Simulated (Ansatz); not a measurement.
**C₇H₂₀N₂Si₂: one species, many methods**

Aim: compute C₇H₂₀N₂Si₂ with functionals from several rungs and with coupled cluster, and see how far each lands from CCSD(T) at the basis-set limit for the atomisation energy.

Method: functionals in def2-TZVPP, the program's frozen cores in correlated methods; program: Ansatz 0.2.0, Gaussian basis.

Plan: LDA (SPW92), PBE-D4, revPBE-D4, BLYP-D4, r2SCAN-D4, B97M-V, PBE0-D4, B3LYP-D4, r2SCANh-D4, r2SCAN0-D4, HSE06-D4, BHLYP-D4, CAM-B3LYP-D4, LC-ωPBE, ωB97X-V, ωB97M-V, B2PLYP, PBE-QIDH; CCSD(T)/def2-SVP; CCSD(T)/def2-TZVPP; MP2/def2-QZVPP; extrapolation to the limit; RPA on PBE.

## (1) The relaxed structure

All runs share one geometry, relaxed beforehand with PBE0-D4 in a triple-zeta def2 set.

31 atoms, charge 0, spin multiplicity 1.

Atoms are counted from 1 here; the program's logs count them from 0.

Bond lengths: C1–Si2 1.880 Å, C1–H12 1.094 Å, C1–H13 1.094 Å, C1–H14 1.094 Å, Si2–C3 1.871 Å, Si2–C4 1.871 Å, Si2–N5 1.726 Å, C3–H15 1.094 Å, C3–H16 1.093 Å, C3–H17 1.093 Å, C4–H18 1.093 Å, C4–H19 1.093 Å, C4–H20 1.094 Å, N5–C6 1.268 Å, C6–N7 1.360 Å, C6–H21 1.103 Å, N7–Si8 1.768 Å, N7–H22 1.007 Å and more. Angles: Si2–C1–H12 111.7°, Si2–C1–H13 111.7°, Si2–C1–H14 110.4°, H12–C1–H13 108.0°, H12–C1–H14 107.4°, H13–C1–H14 107.4°, C1–Si2–C3 109.5°, C1–Si2–C4 109.5°, C1–Si2–N5 112.6°, C3–Si2–C4 109.8°, C3–Si2–N5 107.8°, C4–Si2–N5 107.8°, Si2–C3–H15 111.4°, Si2–C3–H16 110.6°, Si2–C3–H17 110.9°, H15–C3–H16 108.0°, H15–C3–H17 108.0°, H16–C3–H17 107.8° and more.

As a file:

```
C    -0.38341    0.19856    3.63006
Si   -1.19142   -0.23658    1.98971
C    -2.70309    0.83602    1.73566
C    -1.68903   -2.03995    1.99895
N    -0.13729    0.01204    0.64595
C     1.05537    0.44037    0.68234
N     1.80852    0.60348   -0.43771
Si    1.22213    0.24208   -2.06607
C     2.68135    0.66148   -3.16085
C    -0.23834    1.32244   -2.48148
C     0.79385   -1.56575   -2.21142
H     0.50297   -0.41343    3.81999
H    -0.08314    1.24961    3.66747
H    -1.08085    0.02843    4.45527
H    -3.44155    0.67924    2.52685
H    -3.17934    0.60750    0.77872
H    -2.43394    1.89555    1.72988
H    -0.81912   -2.68468    2.14953
H    -2.14817   -2.31609    1.04622
H    -2.40837   -2.25159    2.79496
H     1.58149    0.71510    1.61159
H     2.74214    0.94980   -0.28819
H     2.96137    1.71488   -3.07276
H     3.55654    0.05311   -2.91646
H     2.43526    0.47469   -4.20960
H    -1.05765    1.12451   -1.78844
H    -0.58766    1.12579   -3.49916
H     0.02298    2.38140   -2.41237
H     0.45726   -1.80319   -3.22467
H     1.65891   -2.19465   -1.98639
H    -0.00519   -1.81706   -1.51200
```

## (2) LDA

This LDA is Slater exchange with PW92 correlation.

Input file in.yaml:

```yaml
crystal:
  periodic: [false, false, false]
  atoms:
    - {symbol: C, position_ang: [-0.383408, 0.198563, 3.630059]}
    - {symbol: Si, position_ang: [-1.191418, -0.236585, 1.989708]}
    - {symbol: C, position_ang: [-2.703087, 0.836016, 1.735660]}
    - {symbol: C, position_ang: [-1.689026, -2.039951, 1.998953]}
    - {symbol: N, position_ang: [-0.137290, 0.012035, 0.645948]}
    - {symbol: C, position_ang: [1.055368, 0.440372, 0.682340]}
    - {symbol: N, position_ang: [1.808519, 0.603476, -0.437705]}
    - {symbol: Si, position_ang: [1.222131, 0.242084, -2.066065]}
    - {symbol: C, position_ang: [2.681346, 0.661481, -3.160846]}
    - {symbol: C, position_ang: [-0.238336, 1.322436, -2.481482]}
    - {symbol: C, position_ang: [0.793846, -1.565748, -2.211415]}
    - {symbol: H, position_ang: [0.502975, -0.413429, 3.819994]}
    - {symbol: H, position_ang: [-0.083140, 1.249612, 3.667470]}
    - {symbol: H, position_ang: [-1.080854, 0.028432, 4.455270]}
    - {symbol: H, position_ang: [-3.441547, 0.679242, 2.526846]}
    - {symbol: H, position_ang: [-3.179339, 0.607497, 0.778722]}
    - {symbol: H, position_ang: [-2.433941, 1.895553, 1.729882]}
    - {symbol: H, position_ang: [-0.819118, -2.684683, 2.149533]}
    - {symbol: H, position_ang: [-2.148166, -2.316088, 1.046225]}
    - {symbol: H, position_ang: [-2.408366, -2.251588, 2.794964]}
    - {symbol: H, position_ang: [1.581493, 0.715103, 1.611589]}
    - {symbol: H, position_ang: [2.742143, 0.949804, -0.288186]}
    - {symbol: H, position_ang: [2.961373, 1.714877, -3.072763]}
    - {symbol: H, position_ang: [3.556540, 0.053111, -2.916456]}
    - {symbol: H, position_ang: [2.435261, 0.474685, -4.209605]}
    - {symbol: H, position_ang: [-1.057650, 1.124512, -1.788436]}
    - {symbol: H, position_ang: [-0.587662, 1.125789, -3.499158]}
    - {symbol: H, position_ang: [0.022984, 2.381404, -2.412374]}
    - {symbol: H, position_ang: [0.457255, -1.803191, -3.224672]}
    - {symbol: H, position_ang: [1.658905, -2.194654, -1.986395]}
    - {symbol: H, position_ang: [-0.005187, -1.817065, -1.512001]}
basis:
  gaussian: {orbitals: def2-TZVPP}
hamiltonian: {xc: lda}
output: {orbitals: {seedname: orbitals}}
```

Run with:

```
ansatz run in.yaml --threads 11 --pin off --events-out ev --progress --plain --max-ram 120832MiB --backend cuda --devices 0, --max-vram 75GiB
```

The runs that follow: PBE-D4 (GGA); revPBE-D4 (GGA); BLYP-D4 (GGA); r2SCAN-D4 (meta-GGA); B97M-V (meta-GGA); PBE0-D4 (hybrid); B3LYP-D4 (hybrid); r2SCANh-D4 (hybrid); r2SCAN0-D4 (hybrid); HSE06-D4 (hybrid); BHLYP-D4 (hybrid); CAM-B3LYP-D4 (range-separated); LC-ωPBE (range-separated); ωB97X-V (range-separated); ωB97M-V (range-separated); B2PLYP (double hybrid); PBE-QIDH (double hybrid); CCSD(T) in def2-SVP; CCSD(T) in def2-TZVPP; MP2 in def2-QZVPP; RPA on PBE orbitals.

Q: Predict the results of all the runs planned. Wanted: atomisation energy, CCSD(T)/CBS; farthest beyond LDA; mean size of error, GGA; mean size of error, meta-GGA; mean size of error, hybrid; mean size of error, range-separated; mean size of error, double hybrid; gap, smallest and largest; T1 diagnostic.

**Answer**, as computed:

| quantity | value |
| --- | --- |
| atomisation energy, CCSD(T)/CBS | 12142.4 kJ/mol |
| functionals within 60.7 kJ/mol (0.5 %) | revPBE-D4, BLYP-D4, r2SCAN-D4, B97M-V, B3LYP-D4, r2SCANh-D4, LC-ωPBE, ωB97X-V, ωB97M-V, PBE-QIDH |
| farthest beyond LDA | BHLYP-D4 (-231.6 kJ/mol) |
| mean size of error, GGA | 88.5 kJ/mol |
| mean size of error, meta-GGA | 39.4 kJ/mol |
| mean size of error, hybrid | 84.9 kJ/mol |
| mean size of error, range-separated | 53.9 kJ/mol |
| mean size of error, double hybrid | 80.3 kJ/mol |
| gap, smallest and largest | 4.60 eV (LDA (SPW92)), 12.07 eV (LC-ωPBE) |
| T1 diagnostic | 0.0114 |
| triples share of the correlation energy | 4.0 % |

**Reading.** LDA overbinds by 1588.1 kJ/mol (13 %). PBE-D4 misses by +207.9 kJ/mol. Double hybrids carry the basis error of their MP2 part in triple zeta, and no dispersion term here, so their miss is partly the set-up's. The rungs meta-GGA, range-separated miss on average by less than the doubt on the reference (60.7 kJ/mol), so they tie. Misses under about 60.7 kJ/mol are within the doubt on the reference itself, which lacks core-valence correlation, relativity and higher excitations. Hartree-Fock recovers 74 % of the binding; the rest is correlation. CCSD(T) in def2-SVP is off by -630.9 kJ/mol, worse than the median functional, from the basis alone. The gap grows from 4.6 to 12.1 eV across the functionals, mostly with the share of exact exchange.
